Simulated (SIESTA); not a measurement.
HfPRu:

```
Hf Ru P
1.0
     6.39821    0.00000    0.00000
    -3.19910    5.54101    0.00000
     0.00000    0.00000    3.76749
Hf Ru P
3 3 3
Cartesian
  3.7334 0.0000 1.8837
  1.3324 2.3078 1.8837
  -1.8667 3.2333 1.8837
  -0.7883 1.3653 0.0000
  2.4108 4.1757 0.0000
  1.5765 0.0000 0.0000
  0.0000 0.0000 1.8837
  0.0000 3.6940 0.0000
  3.1991 1.8470 0.0000
```

The cell comes from a database or a generator and needn't be the stable form of this composition.

| Property | Result |
| --- | --- |
| Program | SIESTA 5.4.2 |
| Task | single point |
| Functional | PBEsol |
| Potentials or basis | PseudoDojo 0.4 standard (PBEsol files) |
| Basis | DZP (energy shift 0.003 Ry; two zetas on semicore shells) |
| Grid cutoff | 800 Ry |
| Energy shift | 0.003 Ry |
| k mesh | 5 × 5 × 7 |
| Occupations | fermi-dirac, width 0.05 eV |
| Spin | no spin polarisation |

On this cell: pressure -0.7 GPa; largest force 0.062 eV/Å; band gap on the k mesh none (metal or under the smearing width).

The same run follows on a disturbed copy (atoms moved at random, drawn with an rms of 0.05 Å):

```
Hf Ru P
1.0
     6.39821    0.00000    0.00000
    -3.19910    5.54101    0.00000
     0.00000    0.00000    3.76749
Hf Ru P
3 3 3
Direct
  0.57833 0.99274 0.48931
  0.42347 0.42528 0.49748
  0.00594 0.58852 0.48551
  0.00977 0.25264 0.00109
  0.74395 0.74421 0.99686
  0.23906 0.99715 0.00508
  0.00039 0.00017 0.50568
  0.34414 0.67812 0.99543
  0.66649 0.33055 0.99706
```

Question: What does the disturbed cell give?

Answer: The energy (extrapolated to zero smearing) moves by +19.6 meV/atom; pressure -0.1 GPa; largest force 1.360 eV/Å; band gap on the k mesh none (metal or under the smearing width).

Forces in eV/Å, atoms in the order of the input:
```
Hf   0.394  0.837  0.352
Hf  -0.249 -0.700 -0.027
Hf  -0.012 -0.271  0.463
Ru  -0.604 -0.397 -0.009
Ru   0.705  1.162  0.021
Ru   0.602  0.210 -0.068
P   -0.249  0.143 -0.243
P   -0.722 -0.959 -0.241
P    0.131 -0.023 -0.246
```

Stress tensor (GPa, compression positive):
```
 0.45 -0.41  0.11
-0.41 -1.02  0.25
 0.11  0.25  0.30
```

Caveats: short orbitals over semicore shells can move pressures by several GPa; the basis of atomic orbitals isn't converged, which shifts pressures, moduli and gaps.
